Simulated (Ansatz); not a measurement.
# Al2Cu (Khatyrkite): the cost of one run

Program: Ansatz 0.2.0. Level of theory: DFT, PBE, plane-wave PAW, default files, scalar-relativistic, as far as a step names no other. These are calculated values, not measurements.

1 further run of the same task is left out (it didn't finish).

## 1. The system as given

It takes space group I4/mcm (No. 140, tetragonal). The conventional cell has a = 6.067 Å, b = 6.067 Å, c = 4.877 Å, α = 90.00°, β = 90.00°, γ = 90.00°. Al (site symmetry m2m) has 4 Cu at 2.59 Å and 3 Al at 2.71 to 2.90 Å as nearest neighbours. Cu (site symmetry 422) has 2 Cu at 2.44 Å and 8 Al at 2.59 Å as nearest neighbours.

As a file:

```
Al Cu
1.0
    -3.03350    3.03350    2.43850
     3.03350   -3.03350    2.43850
     3.03350    3.03350   -2.43850
Al Cu
4 2
Direct
  0.65810 0.15810 0.81620
  0.15810 0.34190 0.50000
  0.34190 0.84190 0.18380
  0.84190 0.65810 0.50000
  0.25000 0.25000 0.00000
  0.75000 0.75000 0.00000
```

The earlier run gave: no gap over 0.1 eV on the mesh, largest force 0.006 eV/Å, pressure -0.3 GPa.

Like atoms gathered into sites:

| site | atoms | first shell | V_zz (10²¹ V/m²) | η | C_Q (MHz) |
| --- | --- | --- | --- | --- | --- |
| Al | 1, 2, 3, 4 | 4 Cu at 2.59 Å, 11 Al at 2.71–3.23 Å | -0.76 | 0.63 | -2.68 (²⁷Al) |
| Cu | 5, 6 | 2 Cu at 2.44 Å, 8 Al at 2.59 Å | -2.82 | 0.00 | 15.0 (⁶³Cu) |

V_zz is the principal component of the electric field gradient with the largest magnitude, η = (V_xx − V_yy)/V_zz and C_Q = eQV_zz/h. Q values from Pyykkö, Mol. Phys. 116, 1328 (2018).

## 2. Ions relaxed at fixed cell

File input.yaml:

```yaml
crystal:
  lattice:
    - [-3.0335, 3.0335, 2.4385]
    - [3.0335, -3.0335, 2.4385]
    - [3.0335, 3.0335, -2.4385]
  atoms:
    - { symbol: Al, position: [0.6581, 0.1581, 0.8162] }
    - { symbol: Al, position: [0.1581, 0.3419, 0.5] }
    - { symbol: Al, position: [0.3419, 0.8419, 0.1838] }
    - { symbol: Al, position: [0.8419, 0.6581, 0.5] }
    - { symbol: Cu, position: [0.25, 0.25, 0.0] }
    - { symbol: Cu, position: [0.75, 0.75, 0.0] }
kpoints:
  mp_grid: { grid: [12, 12, 12] }
scf:
  occupations: { method: fermi_dirac, width: 0.05 }
hamiltonian:
  xc: pbe
  pseudopotentials: { kind: paw }
output:
  forces: true
  stress: true
  populations: true
  efg:
    quadrupole_moments_barn: { Al: 0.1466, Cu: -0.22 }
    contact_densities: true
  write_density: true
  write_potential: true
  elf: true
  volumetric_format: npy
relax:
  f_tol: 0.02
  max_steps: 60
```

The run is started by

```bash
$ ansatz run input.yaml --threads 1 --pin off --max-ram 3072MiB --backend cpu --events-out ev --progress --plain --runs-dir out
```

**Question.** How long does this run take on 1 thread of Intel Xeon Platinum 8488C (Sapphire Rapids), shared host, and how much memory does it need?

About 33 s, with a peak of 0.75 GiB.
